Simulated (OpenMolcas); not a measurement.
# Ta⁴⁺ among point charges: CASSCF and CASPT2 levels and susceptibility

How does a field of 4 point charges split the states of Ta⁴⁺, and what χT follows?

The numbers are computed with OpenMolcas 26.06 (state-averaged CASSCF and CASPT2, spin-orbit coupling by RASSI with atomic mean-field integrals), except any that are marked as measured or tabulated.

## Step 1: The system

* Species: Ta⁴⁺ (tantalum, Z = 73, 69 electrons)
* Basis: ANO-RCC-VDZP [7s6p4d2f1g], 68 functions
* Scalar Hamiltonian: DKH2, point nucleus
* Inactive shells: 1s 2s 2p 3s 3p 3d 4s 4p 4d 4f 5s 5p
* Active space: 1 electron in 5 orbitals (5d)
* Some configurations of this space: 5d
* Orbitals: optimised for each spin and parity, averaged over all roots

The outer shells:

5d
```
5d [↑ ][  ][  ][  ][  ]
```

The ion sits among 4 point charges of -0.8 e arranged as a tetrahedron (Td), 2.17 Å from the ion.

The work runs as a chain of OpenMolcas steps in one folder; each step below is one input file. Labels, J, g values, rates, χT and fits are worked out afterwards by a script from the matrices that RASSI stores.

## Step 2: GATEWAY and SEWARD: basis and integrals

Input file a.inp:

```
&GATEWAY
Coord
1

Ta 0.0 0.0 0.0
Basis=ANO-RCC-VDZP
Group=NoSym
NoMove
AngMom=0.0 0.0 0.0
AMFI
XField
4 Angstrom 0
1.252850 1.252850 1.252850 -0.800000
1.252850 -1.252850 -1.252850 -0.800000
-1.252850 1.252850 -1.252850 -0.800000
-1.252850 -1.252850 1.252850 -0.800000
&SEWARD
```

Command:

```
$ OMP_NUM_THREADS=1 MOLCAS_MEM=1689 MOLCAS_PROJECT=a pymolcas a.inp > a.log
```

## Step 3: CASSCF: doublets, 5 roots

Input file a.inp:

```
&RASSCF
FileOrb=start.orb
Symmetry=1
Spin=2
nActEl=1 0 0
Inactive=34
Ras2=5
CIRoot=5 5 1
SDav=5
CIMx=300
Iter=120 100
PrWF=0.3
OrbListing=Nothing
MaxOrb=0
>>> COPY $Project.JobIph JOB001
```

start.orb holds the contracted functions of the basis, ordered by shell, or the orbitals of the step before.

## Step 4: State interaction with spin-orbit coupling

Input file a.inp:

```
&RASSI
NrOfJobIphs=1 5
1 2 3 4 5
IphNames
JOB001
EJob
SpinOrbit
DIPRint=1.0
SOCoupling=1000.0
Subsets=2
Property=9
'ANGMOM' 1 'ANGMOM' 2 'ANGMOM' 3 'MLTPL  1' 1 'MLTPL  1' 2 'MLTPL  1' 3
'AMFI' 1 'AMFI' 2 'AMFI' 3
SOProperty=3
'ANGMOM' 1 'ANGMOM' 2 'ANGMOM' 3
```

## Step 5: CASPT2: IPEA 0.25, imaginary shift 0.1 (closed shells correlated: 4f 5s 5p)

Input file a.inp:

```
>>> COPY JOB001 $Project.JobIph
&CASPT2
Multistate=5 1 2 3 4 5
NoMult
Frozen=23
IPEA=0.25
Imaginary=0.1
MaxIter=60
WThr=0.0 0.3 0.05
PrWF=0.5
NoMix
```

(Steps that only read results are left out.)

**Question.** What will these runs give? Wanted: spin-free ground state; first state of the same spin within the active space; lowest level; next level.

As calculated:

```
                                            quantity                                                                           value
                                              method  SS-CASPT2, IPEA 0.25, imaginary shift 0.1 (closed shells correlated: 4f 5s 5p)
                              spin-free ground state                                                  2E, 2-fold in its orbital part
first state of the same spin within the active space                                                                2T2 at 2150 cm⁻¹
                                        lowest level                                                                       4-fold Γ8
                                          next level                                                                     7768.5 cm⁻¹
                                         χT at 300 K                                                                  0.28 cm³ K/mol
                           effective moment at 300 K                                                                         1.50 μB
```

Cost by method:

```csv
method,time of its own steps,time with the reference
A. CASSCF,2.4 s,2.4 s
"B. SS-CASPT2, IPEA 0.25, imaginary shift 0.1, +4f 5s 5p",1.7 s,4.1 s
```

Times are of one thread on a shared host.

**Reading.** The spin-free ground state (2E) comes to 100 % from free-ion D terms and keeps the highest spin of the shell. χT at 300 K is 0.28, against 0.38 cm³ K/mol for the spin alone, so orbital moment lowers it. A ligand-field fit to the states below 45000 cm-1 gives 10Dq = -2153 cm-1, the gap between the two states. CASPT2 does not keep the components of a term degenerate, and the means are used. An orbital doublet at a regular site is open to a Jahn-Teller distortion, which this geometry leaves out. The field of point charges can differ much from that of real complexes. This is an electrostatic model: the charges have no orbitals.
